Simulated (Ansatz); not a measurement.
**BBrClH (SMILES ClBBr): functionals against CCSD(T) at one geometry**

The task here is to estimate one member of a computed series from the others.

Program: Ansatz 0.2.0, Gaussian basis. Level of theory: single points in def2-TZVPP. These are calculated values, not measurements.

Cores are frozen in the correlated methods. Filled d shells of the heavier atoms are correlated.

## Where the work starts

4 atoms, charge 0, spin multiplicity 1.

Atoms are counted from 1 here; the program's logs count them from 0.

Bond lengths: Cl1–B2 1.721 Å, B2–Br3 1.862 Å, B2–H4 1.167 Å. Angles: Cl1–B2–Br3 120.7°, Cl1–B2–H4 120.7°, Br3–B2–H4 118.6°.

As a file:

```mol
BBrClH
  3D, bonds by distance, orders not assigned

  4  3  0  0  0  0  0  0  0  0999 V2000
   -1.5604   -0.5659    0.1545 Cl  0  0
    0.0007    0.1176   -0.0878 B   0  0
    1.5098   -0.6637    0.6740 Br  0  0
    0.1368    1.0750   -0.7418 H   0  0
  1  2  8  0
  2  3  8  0
  2  4  8  0
M  END
```

The first run:

The input, run/in.yaml:

```yaml
crystal:
  periodic: [false, false, false]
  atoms:
    - {symbol: Cl, position_ang: [-1.560400, -0.565900, 0.154500]}
    - {symbol: B, position_ang: [0.000700, 0.117600, -0.087800]}
    - {symbol: Br, position_ang: [1.509800, -0.663700, 0.674000]}
    - {symbol: H, position_ang: [0.136800, 1.075000, -0.741800]}
basis:
  gaussian: {orbitals: def2-TZVPP}
correlation: {method: ccsd_t}
output: {forces: true}
```

No record of the launch command was kept for these runs.

Among the steps run: CCSD(T)/def2-TZVPP; PBE0-D4/def2-TZVPP; wB97M-V/def2-TZVPP; r2SCAN-D4/def2-TZVPP; PBE-D4/def2-TZVPP; LC-wPBE/def2-TZVPP; BHLYP-D4/def2-TZVPP.

One of the session's tables, all rows but one given; the rest of the session is left out.

```
   method  RMS force component (eV/Å)  angle to CCSD(T) forces (°)  dipole (D)
  CCSD(T)                       0.327                    reference        0.38
  PBE0-D4                       0.290                         16.7        0.38
  wB97M-V                       0.295                          7.3        0.39
r2SCAN-D4                       0.325                          7.6        0.35
   PBE-D4                       0.386                         11.2        0.25
  LC-wPBE                       0.234                         31.1        0.47
 BHLYP-D4                           ?                            ?           ?
```

**Question.** Estimate the row for BHLYP-D4.

**Answer.** RMS force component (eV/Å): 0.282; angle to CCSD(T) forces (°): 18.9; dipole (D): 0.50. In the column «RMS force component (eV/Å)» it lies between LC-wPBE (0.234) and PBE0-D4 (0.290).
